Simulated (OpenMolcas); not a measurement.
# CH7NOSi (SMILES OCN[SiH3]): levels of theory compared

Aim: a comparison of 6 runs (HF/STO-3G, B3LYP/6-31G*, r2SCAN/cc-pVDZ, revPBE/cc-pVDZ, CCSD(T)/cc-pVDZ) of CH7NOSi. 

The results are computed with OpenMolcas 26.06.

1 further run of the same task is left out (set aside as unsound or not needed).

## (1) Starting point

The species is CH7NOSi (11 atoms), meant as a singlet with charge 0. SMILES: `OCN[SiH3]`. The coordinates come from a PBE0-D4/def2-TZVP relaxation. This is one conformer, not always the lowest.

Bond lengths: O1–C2 1.405 Å, C2–N3 1.432 Å, N3–Si4 1.720 Å, O1–H5 0.962 Å, C2–H6 1.095 Å, C2–H7 1.100 Å, N3–H8 1.009 Å, Si4–H9 1.487 Å, Si4–H10 1.492 Å, Si4–H11 1.485 Å. Some angles: O1–C2–N3 112.6°, C2–N3–Si4 124.6°, O1–C2–H6 104.7°, O1–C2–H7 111.2°, N3–C2–H6 112.6°, N3–C2–H7 107.8°, C2–O1–H5 107.2°, C2–N3–H8 113.6°, Si4–N3–H8 119.4°, N3–Si4–H9 108.0°.

## (2) Energy and gradient at HF/STO-3G (run 1)

The input, calc.inp:

```
* CH7NOSi Hartree-Fock

&GATEWAY
 BasLib
 $CurrDir
 Coord
 11
 angstrom
 O       -1.208000       1.808500      -0.668400
 C       -0.009800       1.197800      -0.260600
 N        0.021500      -0.204300      -0.552200
 Si       0.472500      -1.425900       0.571200
 H       -1.930700       1.291100      -0.299300
 H        0.776900       1.753100      -0.781300
 H        0.150800       1.320600       0.820400
 H        0.033200      -0.410500      -1.539700
 H       -0.212700      -1.140500       1.860100
 H        1.934400      -1.515500       0.858100
 H        0.037100      -2.731600       0.012700
 Basis
 STO-3G
 Group
 NoSym

&SEWARD

&SCF
 Thresholds
 1e-10 1e-07 1e-07 1e-05
 PrOrbitals
 1 1

&ALASKA
```

The basis set STO-3G is read from a file made from the Basis Set Exchange's data (not shown).

Launch:

```bash
$ export MOLCAS_MEM=1860
$ pymolcas calc.inp > calc.log
```

The log of the run:

```text
--- Start Module: gateway ---
[...]
--- Stop Module: gateway /rc=_RC_ALL_IS_WELL_ ---
[...]
      Basis functions           31
[...]
--- Start Module: scf ---
[...]
       Convergence after  11 Iterations
[...]
::    Total SCF energy                               -454.6556908601
[...]
      Total spin, S                                     0.0000000000
[...]
      Total electronic charge=   42.000000
      Total            charge=   -0.000000
[...]
      Dipole Moment (debye):
      Origin of the operator (angstrom)=   -0.0665   -0.0116   -0.0601
                   X=  4.5496E-01               Y= -1.3803E+00               Z=  5.2362E-01           Total=  1.5448E+00
      Quadrupole Moment (debye*angstrom):
[...]
--- Stop Module: scf /rc=_RC_ALL_IS_WELL_ ---
--- Start Module: alaska ---
[...]
 *              Molecular gradients               *
 **************************************************
  Irreducible representation: a
 ------------------------------------------------------------------------------------------
                              X                       Y                       Z
 ------------------------------------------------------------------------------------------
  O1               -1.90301597049025E-03   -3.93033018545577E-02    2.55309492894673E-02
  C2               -1.10427128504522E-02   -5.35740469741874E-03   -1.11354918274847E-02
  N3               -4.22489936927839E-04    2.37577358356864E-02   -4.20871669760725E-03
  SI4              -7.84711884643041E-03    2.97582371199780E-02   -2.60292111141682E-02
  H5                2.05498624121438E-02    2.32713771815591E-02   -1.62104800037335E-02
  H6               -5.28858960557388E-03   -3.65294090910195E-03    8.40901988565124E-04
  H7               -1.44739602877297E-03   -2.08833441810241E-03   -1.59298457102341E-03
  H8               -1.43102747214532E-03   -1.53043180110224E-04    7.80717662985975E-03
[...]
--- Stop Module: alaska /rc=_RC_ALL_IS_WELL_ ---
[...]
```

Run time: 3.6 s. Hardware: 1 thread of Intel Xeon Platinum 8259CL at 2.50GHz (Skylake/Cascade Lake), shared host; peak memory 0.37 GiB.

## (3) Energy and gradient at B3LYP/6-31G(d) (spherical functions) (run 2)

The input, geom.xyz:

```xyz
11

O     -1.208000     1.808500    -0.668400
C     -0.009800     1.197800    -0.260600
N      0.021500    -0.204300    -0.552200
Si     0.472500    -1.425900     0.571200
H     -1.930700     1.291100    -0.299300
H      0.776900     1.753100    -0.781300
H      0.150800     1.320600     0.820400
H      0.033200    -0.410500    -1.539700
H     -0.212700    -1.140500     1.860100
H      1.934400    -1.515500     0.858100
H      0.037100    -2.731600     0.012700
```

The input, mol.inp:

```
* CH7NOSi Kohn-Sham DFT

&GATEWAY
 BasLib=$CurrDir
 Coord=geom.xyz
 Basis=6-31Gs
 Group=NoSym

&SEWARD
 GridInput
 Grid=UltraFine
 End of Grid

&SCF
 KSDFT=B3LYP
 Thresholds=1e-10 1e-07 1e-07 1e-05
 PrOrbitals=1 1

&ALASKA
```

The basis set 6-31G* is read from a file made from the Basis Set Exchange's data (not shown).

Launch:

```bash
$ export MOLCAS_MEM=1860
$ pymolcas mol.inp > mol.log
```

The log of the run:

```text
--- Start Module: gateway ---
[...]
--- Stop Module: gateway /rc=_RC_ALL_IS_WELL_ ---
[...]
      Basis functions           74
[...]
--- Start Module: scf ---
[...]
       Convergence after  13 Iterations
[...]
::    Total KS-DFT energy                            -461.7764595715
[...]
      Total spin, S                                     0.0000000000
[...]
      Total electronic charge=   42.000000
      Total            charge=   -0.000000
[...]
      Dipole Moment (debye):
      Origin of the operator (angstrom)=   -0.0665   -0.0116   -0.0601
                   X=  1.1358E-01               Y= -8.8341E-01               Z= -1.9286E-02           Total=  8.9089E-01
      Quadrupole Moment (debye*angstrom):
[...]
--- Stop Module: scf /rc=_RC_ALL_IS_WELL_ ---
[...]
--- Start Module: alaska ---
[...]
 *              Molecular gradients               *
 **************************************************
  Irreducible representation: a
 ------------------------------------------------------------------------------------------
                              X                       Y                       Z
 ------------------------------------------------------------------------------------------
  O1               -9.73215711201902E-04   -9.00081424936516E-03    6.80653512866769E-03
  C2               -1.09698293272986E-03   -5.15432599006971E-03   -2.40896388439249E-03
  N3                1.22899107147156E-03    1.92319344231112E-03    1.46629697260003E-03
  SI4              -2.64951077877829E-03    5.63185955082623E-03   -4.21862130403472E-03
  H5                5.89344973109229E-03    4.92253665010400E-03   -3.64987200949196E-03
  H6               -1.19462728275677E-03   -1.16696082994006E-03    5.84496072912444E-04
  H7               -1.06391294474451E-03   -1.78004440129387E-04   -1.75427462962086E-03
  H8                4.67132704773429E-04    7.56318125809452E-04    4.74336930606256E-03
[...]
--- Stop Module: alaska /rc=_RC_ALL_IS_WELL_ ---
[...]
```

Run time: 55 s. Hardware: 1 thread of Intel Xeon Platinum 8259CL at 2.50GHz (Skylake/Cascade Lake), shared host; peak memory 0.43 GiB.

Runs 3 to 5 aren't shown in full; the table further down has their settings and results.

## (4) The energy at CCSD(T)/cc-pVDZ (run 6)

The input, struct.xyz:

```xyz
11

O     -1.208000     1.808500    -0.668400
C     -0.009800     1.197800    -0.260600
N      0.021500    -0.204300    -0.552200
Si     0.472500    -1.425900     0.571200
H     -1.930700     1.291100    -0.299300
H      0.776900     1.753100    -0.781300
H      0.150800     1.320600     0.820400
H      0.033200    -0.410500    -1.539700
H     -0.212700    -1.140500     1.860100
H      1.934400    -1.515500     0.858100
H      0.037100    -2.731600     0.012700
```

The input, calc.inp:

```
>>> EXPORT MOLCAS_PRINT=2

&GATEWAY
  BasLib=$CurrDir
  Coord=struct.xyz
  Basis=cc-pVDZ
  Group=NoSym

&SEWARD

&SCF
  Thresholds=1e-10 1e-07 1e-07 1e-05
  PrOrbitals=1 2

&RASSCF
  FileOrb=$Project.ScfOrb
  Spin=1
  Nactel=0 0 0
  Inactive=21
  Ras2=0
  OutOrbitals=Canonical
  OrbListing=Nothing

&MOTRA
  JobIph
  Frozen=8

&CCSDT
  CCT
  Triples=2
  Iterations=80
  Accuracy=1e-08
  Extrapolation=5 4
```

The basis set cc-pVDZ is read from a file made from the Basis Set Exchange's data (not shown).

Launch:

```bash
$ export MOLCAS_MEM=1860
$ pymolcas calc.inp > calc.log
```

The log of the run:

```text
--- Start Module: gateway ---
[...]
--- Stop Module: gateway /rc=_RC_ALL_IS_WELL_ ---
[...]
      Basis functions           95
[...]
       Convergence after  13 Iterations
[...]
::    Total SCF energy                               -460.1991386947
[...]
      Total spin, S                                     0.0000000000
[...]
      Number of active orbitals                  0
[...]
      Spin quantum number                      0.0
[...]
      Active orbitals                            0
[...]
      Number of CSFs                             1
[...]
      Number of root(s) required                 1
[...]
      Convergence after  4 iterations
[...]
      Natural orbitals and occupation numbers for root  1
      ************************************************************************************************************************
      *                                                    Final results                                                     *
      ************************************************************************************************************************
[...]
::    RASSCF root number  1 Total energy:   -460.19913869
[...]
      Total electronic charge=   42.000000
      Total            charge=   -0.000000
[...]
      Dipole Moment (debye):
      Origin of the operator (angstrom)=   -0.0665   -0.0116   -0.0601
                   X=  2.3408E-01               Y= -9.1406E-01               Z=  8.9414E-02           Total=  9.4778E-01
      Quadrupole Moment (debye*angstrom):
[...]
--- Start Module: motra ---
[...]
      *** WARNING: Default frozen orbitals is overwritten by user input.
      *** Default values:   5
[...]
--- Stop Module: motra /rc=_RC_ALL_IS_WELL_ ---
[...]
--- Start Module: ccsdt ---
[...]
      Convergence after                    16  Iterations
      Total energy (diff) :    -460.85082941      -0.00000001
[...]
 METHOD                       : CCSD+T(CCSD)+<T3(1)WT1> = CCSD(T)
[...]
       CCSD     =      -460.8508294115966
[...]
--- Stop Module: ccsdt /rc=_RC_ALL_IS_WELL_ ---
[...]
```

It took 2.4 min on 1 thread of Intel Xeon Platinum 8259CL at 2.50GHz (Skylake/Cascade Lake), shared host; peak memory 0.52 GiB.

## (5) The series

```
run                               level  integration grid  Cartesian functions  energy (Eh)  dipole moment (D) of the reference  HOMO energy (eV)  LUMO energy (eV)  wall time
  1                           HF/STO-3G                 –                   no  -454.655691                                1.54             -7.91             13.22      3.6 s
  2  B3LYP/6-31G* (spherical functions)         UltraFine                   no  -461.776460                                0.89             -6.70              0.70       55 s
  3  B3LYP/6-31G* (Cartesian functions)         UltraFine                  yes  -461.781350                                0.90             -6.70              0.68       56 s
  4                      r2SCAN/cc-pVDZ         UltraFine                   no  -461.663764                                0.70             -5.86              0.47    1.7 min
  5                      revPBE/cc-pVDZ         UltraFine                   no  -461.665804                                0.64             -5.49              0.18       75 s
  6                     CCSD(T)/cc-pVDZ                 –                   no  -460.867041                                0.95            -10.51              4.13    2.4 min
```

## (6) Results

| quantity | value |
| --- | --- |
| run 6: total energy | -460.86704 Eh |
| run 6: dipole moment (mean-field density) | 0.95 D |
| run 6: HOMO energy (Hartree–Fock orbitals) | -10.51 eV |
| run 6: LUMO energy (Hartree–Fock orbitals) | 4.13 eV |
| run 6: HOMO–LUMO gap (Hartree–Fock orbitals) | 14.64 eV |
| run 6: correlation energy (8 core orbitals frozen) | -667.9 mEh |
| run 6: (T) correction | -16.21 mEh |

Over runs 1, 2, 3, 4, 5 the dipole moment (its size) runs from 0.64 D (revPBE/cc-pVDZ) to 1.54 D (HF/STO-3G). The two ends differ in method and basis. Over runs 1, 2, 3, 4, 5 the HOMO–LUMO gap runs from 5.66 eV (revPBE/cc-pVDZ) to 21.13 eV (HF/STO-3G). Totals of different functionals can't be ranked against each other. In run 1 the basis is minimal, so the values are rough. All runs together took 7.3 min, the longest 2.4 min.
